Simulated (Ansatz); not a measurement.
**MnF2 (P4_2/mnm): a single-point run**

Aim: a sound single-point run of MnF2 (P4_2/mnm). The structure is shown as the input types it.

Program: Ansatz 0.2.0. Level of theory: DFT r2SCAN, scalar-relativistic, plane waves, PAW. These are calculated values, not measurements.

### Step 1. The structure to begin with

It takes space group P4_2/mnm (No. 136, tetragonal). Conventional cell: a = 4.870 Å, b = 4.870 Å, c = 3.292 Å, α = 90.00°, β = 90.00°, γ = 90.00°. Mn (site symmetry mmm) has 6 F at 2.09 to 2.13 Å in its first shell of neighbours. Around F (site symmetry m2m) lie 3 Mn at 2.09 to 2.13 Å.

Structure file:

```cif
data_structure
_symmetry_space_group_name_H-M 'P 1'
_symmetry_Int_Tables_number 1
_cell_length_a 4.8696
_cell_length_b 4.8696
_cell_length_c 3.2918
_cell_angle_alpha 90.000
_cell_angle_beta 90.000
_cell_angle_gamma 90.000
_cell_volume 78.06
loop_
_atom_site_label
_atom_site_type_symbol
_atom_site_fract_x
_atom_site_fract_y
_atom_site_fract_z
_atom_site_occupancy
Mn1 Mn 0.00000 0.00000 0.00000 1
Mn2 Mn 0.50000 0.50000 0.50000 1
F1 F 0.30404 0.30404 0.00000 1
F2 F 0.19596 0.80404 0.50000 1
F3 F 0.69596 0.69596 0.00000 1
F4 F 0.80404 0.19596 0.50000 1
```

### Step 2. The run

Input file input.yaml:

```yaml
crystal:
  lattice:
    - [4.8695677651, 1.8e-08, 0.0]
    - [1.8e-08, 4.8695677651, 0.0]
    - [0.0, 0.0, 3.2917947507]
  atoms:
    - { symbol: Mn, position: [0.0, 0.0, 0.0], spin: 5.0 }
    - { symbol: Mn, position: [0.5, 0.5, 0.5], spin: -5.0 }
    - { symbol: F, position: [0.3040368534, 0.3040368534, 0.0] }
    - { symbol: F, position: [0.195963146, 0.804036854, 0.5] }
    - { symbol: F, position: [0.6959631466, 0.6959631466, 0.0] }
    - { symbol: F, position: [0.804036854, 0.195963146, 0.5] }
basis:
  ecutwfc: 500
  ecutrho_ratio: 4
kpoints:
  mp_grid: { grid: [6, 6, 8] }
hamiltonian:
  xc: r2scan
scf:
  occupations: { method: gaussian, width: 1.0 }
  max_iter: 80
output:
  forces: true
  stress: true
magnetization:
  spin_polarized: true
```

Started as:

```
$ ansatz run input.yaml --threads 4 --pin off --max-ram 7168MiB --backend cpu --events-out ev --progress --plain --runs-dir out
```

Q: Will this input give a usable result? If not, why, and what should change?

The run converged and reported no error, with warnings (stability check not made). That alone doesn't make the input a sound one.

Look at the input: scf.occupations.width is 1.0. Occupations are smeared over electronvolts, wider than many features of the bands.

To check: set scf.occupations.width to 0.05.
